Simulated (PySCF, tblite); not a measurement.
# C3H11FGeSi2: geometry, infrared bands and NMR shifts

Aim: predict the infrared bands and NMR shifts of C3H11FGeSi2 (`[CH3][Ge@@H]([F])[CH]1[SiH2]C[SiH2]1`).

Computed with tblite 0.8.0 and PySCF 2.14.0, with density-fitted response routines of our own, on a single molecule in the gas phase. Atoms are numbered from 0 throughout.

## 1. The molecule as given

18 atoms, charge 0, multiplicity 1; geometry from: force field or distance geometry start.

Bonds of the start (Å): C0–Ge1 1.94, Ge1–F2 1.73, Ge1–C3 1.92, C3–Si4 1.85, Si4–C5 1.88, C5–Si6 1.88, Si6–C3 1.88, C0–H7 1.12, C0–H8 1.12, C0–H9 1.12, Ge1–H10 1.57, C3–H11 1.11, Si4–H12 1.46, Si4–H13 1.47, C5–H14 1.11, C5–H15 1.09, Si6–H16 1.45, Si6–H17 1.45.

## 2. Relaxing the molecule with GFN2-xTB

Job settings and geometry (Å):

```
{"job": {"kind": "relax", "xc": "GFN2-xTB", "basis": "xTB"}, "charge": 0, "multiplicity": 1}
C     -2.658000     0.491600    -0.188800
Ge    -1.463200    -1.029100    -0.379500
F     -1.455500    -1.587700    -2.016200
C      0.249600    -0.457300     0.273400
Si     1.763000    -1.066000    -0.591700
C      2.467400     0.639300    -0.246600
Si     0.696300     1.239100    -0.388700
H     -2.613000     0.781100     0.892000
H     -2.274200     1.340200    -0.803800
H     -3.711200     0.235800    -0.458400
H     -2.021000    -2.128300     0.591500
H      0.338100    -0.475400     1.378800
H      1.623000    -1.347700    -2.012400
H      2.445600    -2.139900     0.149700
H      2.877000     0.662700     0.786100
H      3.105000     1.058200    -1.021300
H      0.296500     1.481100    -1.766000
H      0.325800     2.308800     0.525300
```

Run with:

```
OMP_NUM_THREADS=1 python probes_run.py task.json out
```

The driver reads the jobs from task.json and runs them one after another.

**Question.** This job is followed by: GFN2-xTB harmonic vibrations, gas phase; GIAO PBE0/pcSseg-1 NMR shielding, non-relativistic, gas phase. Predict these results of the whole session: strongest single infrared mode (GFN2-xTB); zero-point energy (GFN2-xTB); 13C shifts against TMS (PBE0/pcSseg-1); 1H shifts against TMS (PBE0/pcSseg-1, means over atoms taken as alike); 73Ge shifts against GeMe4 (PBE0/pcSseg-1); 19F shifts against CFCl3 (PBE0/pcSseg-1); 29Si shifts against TMS (PBE0/pcSseg-1).

As calculated:

| quantity | value |
| --- | --- |
| strongest single infrared mode (GFN2-xTB) | 2213 cm⁻¹, 709 km/mol |
| zero-point energy (GFN2-xTB) | 74.7 kcal/mol |
| 13C shifts against TMS (PBE0/pcSseg-1) | 3.7, 3.2, -4.5 ppm |
| 1H shifts against TMS (PBE0/pcSseg-1, means over atoms taken as alike) | 6.02, 5.17, 5.13, 5.10, 5.09, 0.88, 0.67, 0.62, 0.53 ppm |
| 73Ge shifts against GeMe4 (PBE0/pcSseg-1) | 105 ppm |
| 19F shifts against CFCl3 (PBE0/pcSseg-1) | -235.0 ppm |
| 29Si shifts against TMS (PBE0/pcSseg-1) | -30.0, -31.4 ppm |

In words: Relaxing lowered the energy by 0.822 eV in 120 steps; the close pair that moved most is C3–Si4, from 1.846 to 1.927 Å. No mode is imaginary among the 48: a minimum at this level. The strongest single mode, at 2213 cm⁻¹, moves mainly H17 and H13. Unscaled tight-binding wavenumbers are off by several per cent, some by more. Its intensities can rank the bands wrongly. At PBE0/pcSseg-1: The largest span, 209 ppm, is at Ge1, where the paramagnetic term is -1529 ppm. Spin-orbit coupling is left out, which matters for shieldings and couplings at and beside the heavy atoms.
